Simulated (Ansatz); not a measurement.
**PBr in Ansatz: convergence with ecutrho ratio**

Crystal: PBr.

```
Br P
1.0
     4.93856    0.00000    0.00000
    -2.06239    5.19450    0.00000
    -0.69678   -0.65377    6.23326
Br P
2 2
Direct
  0.65833 0.85307 0.24109
  0.33093 0.14369 0.75897
  0.63976 0.49819 0.63287
  0.35941 0.49715 0.37374
```

The cell comes from a database or a generator and needn't be the stable form of this composition.

The cell isn't the ideal one: atoms moved at random, drawn with an rms of 0.05 Å.

- Program: Ansatz 0.2.0
- Task: convergence study
- Functional: PBE
- Potentials or basis: PseudoDojo standard (PBE files)
- Cutoff: 626 eV
- Density cutoff: 2503 eV
- k mesh: 4 × 4 × 3
- Occupations: cold, width 0.1 eV
- Spin: no spin polarisation

These are the settings of the first run; the series varies ecutrho ratio, with any setting tied to it.

Hardware: 2 threads of Arm Neoverse V2, with other jobs on the host.

| ecutrho ratio | energy less the tightest run, at zero smearing (meV/atom) | SCF cycles | CPU time (s) | peak memory (GiB) |
| --- | --- | --- | --- | --- |
| 4 | 0.00 | 9 | 8.5 | 0.39 |
| 5 | 0.00 | 9 | 8.8 | 0.41 |
| 6 | 0.00 | 9 | 9 | 0.43 |
| 8 | 0.00 | 9 | 9.4 | 0.52 |
| 10 | 0.00 | 9 | 9.9 | 0.62 |
| 12 | 0.00 | 9 | 10 | 0.69 |

Against the tightest run, the energy stays within 1 meV/atom from 4 on. The tightest run that finished is the yardstick and may itself not be fully converged.
